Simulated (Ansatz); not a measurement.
# C2H5BBrN: one species, many methods

Aim: compute C2H5BBrN with functionals from several rungs and with coupled cluster, and see how far each lands from CCSD(T) at the basis-set limit for the atomisation energy.

Program: Ansatz 0.2.0, Gaussian basis. Level of theory: functionals in def2-TZVPP, the program's frozen cores in correlated methods. These are calculated values, not measurements.

Levels to be run: LDA (SPW92), PBE-D4, revPBE-D4, BLYP-D4, r2SCAN-D4, B97M-V, PBE0-D4, B3LYP-D4, r2SCANh-D4, r2SCAN0-D4, HSE06-D4, BHLYP-D4, CAM-B3LYP-D4, LC-ωPBE, ωB97X-V, ωB97M-V, B2PLYP, PBE-QIDH; CCSD(T)/def2-SVP; CCSD(T)/def2-TZVPP; MP2/def2-QZVPP; extrapolation to the limit; RPA on PBE.

## (1) Structure used throughout

All runs share one geometry, relaxed beforehand with PBE0-D4 in a triple-zeta def2 set.

SMILES `NB1CC1Br`, 10 atoms, charge 0, spin multiplicity 1.

Atoms are counted from 1 here; the program's logs count them from 0.

Bond lengths: N1–B2 1.372 Å, N1–H6 1.006 Å, N1–H7 1.006 Å, B2–C3 1.531 Å, B2–C4 1.526 Å, C3–C4 1.542 Å, C3–H8 1.087 Å, C3–H9 1.086 Å, C4–Br5 1.925 Å, C4–H10 1.083 Å. Angles: B2–N1–H6 123.2°, B2–N1–H7 122.7°, H6–N1–H7 114.2°, N1–B2–C3 150.8°, N1–B2–C4 148.2°, C3–B2–C4 60.6°, B2–C3–C4 59.6°, B2–C3–H8 118.4°, B2–C3–H9 123.4°, C4–C3–H8 117.2°, C4–C3–H9 114.9°, H8–C3–H9 112.8°, B2–C4–C3 59.9°, B2–C4–Br5 119.9°, B2–C4–H10 123.6°, C3–C4–Br5 118.6°, C3–C4–H10 116.4°, Br5–C4–H10 109.9°.

## (2) LDA

This LDA is Slater exchange with PW92 correlation.

File in.yaml:

```yaml
crystal:
  periodic: [false, false, false]
  atoms:
    - {symbol: N, position_ang: [-1.105459, 0.409888, 1.369904]}
    - {symbol: B, position_ang: [-0.177715, 0.080042, 0.414620]}
    - {symbol: C, position_ang: [0.706535, -0.952845, -0.288840]}
    - {symbol: C, position_ang: [0.585927, 0.479803, -0.844980]}
    - {symbol: Br, position_ang: [-0.362368, 0.751328, -2.498374]}
    - {symbol: H, position_ang: [-1.424472, -0.235085, 2.072871]}
    - {symbol: H, position_ang: [-1.550778, 1.311586, 1.405780]}
    - {symbol: H, position_ang: [0.224299, -1.746899, -0.853145]}
    - {symbol: H, position_ang: [1.698113, -1.226571, 0.059925]}
    - {symbol: H, position_ang: [1.489019, 1.077554, -0.834760]}
basis:
  gaussian: {orbitals: def2-TZVPP}
hamiltonian: {xc: lda}
output: {orbitals: {seedname: orbitals}}
```

On the command line:

```sh
$ ansatz run in.yaml --threads 4 --pin off --events-out ev --progress --plain --max-ram 10444MiB
```

The runs that follow: PBE-D4 (GGA); revPBE-D4 (GGA); BLYP-D4 (GGA); r2SCAN-D4 (meta-GGA); B97M-V (meta-GGA); B3LYP-D4 (hybrid); r2SCANh-D4 (hybrid); r2SCAN0-D4 (hybrid); HSE06-D4 (hybrid); BHLYP-D4 (hybrid); CAM-B3LYP-D4 (range-separated); LC-ωPBE (range-separated); ωB97X-V (range-separated); ωB97M-V (range-separated); B2PLYP (double hybrid); PBE-QIDH (double hybrid); CCSD(T) in def2-SVP; CCSD(T) in def2-TZVPP; MP2 in def2-QZVPP; RPA on PBE orbitals.

**Question.** What will the summary of the whole plan be? Wanted: atomisation energy, CCSD(T)/CBS; farthest beyond LDA; mean size of error, GGA; mean size of error, meta-GGA; mean size of error, hybrid; mean size of error, range-separated; mean size of error, double hybrid; gap, smallest and largest; T1 diagnostic.

The runs gave:

| quantity | value |
| --- | --- |
| atomisation energy, CCSD(T)/CBS | 3796.4 kJ/mol |
| functionals within 38.0 kJ/mol (1.0 %) | revPBE-D4, BLYP-D4, B97M-V, B3LYP-D4, r2SCANh-D4, r2SCAN0-D4, CAM-B3LYP-D4, LC-ωPBE, ωB97X-V, ωB97M-V, B2PLYP, PBE-QIDH |
| farthest beyond LDA | PBE-D4 (+144.2 kJ/mol) |
| mean size of error, GGA | 67.4 kJ/mol |
| mean size of error, meta-GGA | 36.3 kJ/mol |
| mean size of error, hybrid | 48.8 kJ/mol |
| mean size of error, range-separated | 31.1 kJ/mol |
| mean size of error, double hybrid | 18.3 kJ/mol |
| gap, smallest and largest | 3.98 eV (LDA (SPW92)), 11.34 eV (LC-ωPBE) |
| T1 diagnostic | 0.0099 |
| triples share of the correlation energy | 4.0 % |

What this shows: LDA overbinds by 628.4 kJ/mol (17 %). PBE-D4 misses by +144.2 kJ/mol. Double hybrids carry the basis error of their MP2 part in triple zeta, and no dispersion term here, so their miss is partly the set-up's. The rungs double hybrid, range-separated, meta-GGA miss on average by less than the doubt on the reference (38.0 kJ/mol), so they tie. The reference freezes the cores and leaves out relativity and excitations past (T), and its outer-core shells are covered unevenly, so misses under about 38.0 kJ/mol can't be ranked. All levels share the lack of spin-orbit coupling, which lowers the free heavy atoms and so the true binding. Hartree-Fock recovers 72 % of the binding; the rest is correlation. CCSD(T) in def2-SVP is off by -193.2 kJ/mol, so the small basis spoils what the method gains. The gap grows from 4.0 to 11.3 eV across the functionals, mostly with the share of exact exchange. Correlated methods include outer-core shells of Br, which these sets cover unevenly.
